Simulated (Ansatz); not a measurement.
# C3H4BFO: a ladder of functionals and wavefunction methods

The task here is to estimate one member of a computed series from the others.

Program: Ansatz 0.2.0, Gaussian basis. Level of theory: functionals in def2-TZVPP, the program's frozen cores in correlated methods. These are calculated values, not measurements.

Plan: PBE-D4, r2SCAN-D4, PBE0-D4, B3LYP-D4, ωB97X-V, ωB97M-V, B2PLYP; CCSD(T)/def2-TZVPP; MP2/def2-QZVPP; extrapolation to the limit.

### The relaxed structure

All runs share one geometry, relaxed beforehand with PBE0-D4 in a triple-zeta def2 set.

10 atoms, charge 0, spin multiplicity 1.

Atoms are counted from 1 here; the program's logs count them from 0.

Bond lengths: C1–O2 1.417 Å, C1–H7 1.092 Å, C1–H8 1.092 Å, C1–H9 1.093 Å, O2–B3 1.337 Å, B3–C4 1.496 Å, B3–C5 1.474 Å, C4–C5 1.336 Å, C4–H10 1.081 Å, C5–F6 1.318 Å. Angles: O2–C1–H7 108.9°, O2–C1–H8 108.9°, O2–C1–H9 111.5°, H7–C1–H8 108.9°, H7–C1–H9 109.3°, H8–C1–H9 109.3°, C1–O2–B3 120.7°, O2–B3–C4 149.9°, O2–B3–C5 156.6°, C4–B3–C5 53.5°, B3–C4–C5 62.4°, B3–C4–H10 156.6°, C5–C4–H10 141.0°, B3–C5–C4 64.1°, B3–C5–F6 158.9°, C4–C5–F6 137.1°.

Set-up of the first run:

File in.yaml:

```yaml
crystal:
  periodic: [false, false, false]
  atoms:
    - {symbol: C, position_ang: [-0.355509, -1.594623, 0.882582]}
    - {symbol: O, position_ang: [0.516463, -1.032308, -0.082382]}
    - {symbol: B, position_ang: [0.403917, 0.251792, -0.438118]}
    - {symbol: C, position_ang: [0.869365, 1.412388, -1.258563]}
    - {symbol: C, position_ang: [-0.157248, 1.614934, -0.427201]}
    - {symbol: F, position_ang: [-0.943125, 2.617974, -0.091285]}
    - {symbol: H, position_ang: [0.237717, -1.974901, 1.716388]}
    - {symbol: H, position_ang: [-0.898890, -2.425044, 0.427642]}
    - {symbol: H, position_ang: [-1.070474, -0.856442, 1.255294]}
    - {symbol: H, position_ang: [1.480885, 1.934931, -1.981459]}
basis:
  gaussian: {orbitals: def2-TZVPP}
hamiltonian: {xc: pbe, dispersion: d4}
output: {forces: true, orbitals: {seedname: orbitals}}
```

Started as:

```
ansatz run in.yaml --threads 4 --pin off --events-out ev --progress --plain --max-ram 10444MiB
```

Among the steps run: PBE-D4 (GGA); r2SCAN-D4 (meta-GGA); PBE0-D4 (hybrid); B3LYP-D4 (hybrid); ωB97X-V (range-separated); ωB97M-V (range-separated); B2PLYP (double hybrid); CCSD(T) in def2-TZVPP; MP2 in def2-QZVPP.

One table of the session follows, with a row left open; its other results are not shown here.

| method | atoms, summed (eV) | atomisation energy (kJ/mol) |
| --- | --- | --- |
| PBE-D4 | -8562.750 | 4472.8 |
| r2SCAN-D4 | -8569.450 | 4340.3 |
| PBE0-D4 | -8564.330 | 4354.8 |
| B3LYP-D4 | ? | ? |
| ωB97X-V | -8571.535 | 4307.3 |
| ωB97M-V | -8571.251 | 4322.3 |
| B2PLYP | -8568.362 | 4268.1 |
| HF/def2-TZVPP | -8539.924 | 3102.6 |
| MP2/def2-TZVPP | -8555.742 | 4312.8 |
| CCSD/def2-TZVPP | -8558.752 | 4089.3 |
| CCSD(T)/def2-TZVPP | -8559.125 | 4169.7 |
| MP2/CBS | -8558.821 | 4421.5 |
| CCSD(T)/CBS | -8562.204 | 4278.3 |

Estimate the missing values for B3LYP-D4.

As computed: atoms, summed (eV): -8574.781; atomisation energy (kJ/mol): 4302.9. In the column «atoms, summed (eV)» it is the lowest.

Limits of these values: Free atoms (3 C, 1 O, 1 B, 1 F, 4 H) were run apart at each level; the atomisation energy is their sum less the molecule, without zero-point or spin-orbit terms.
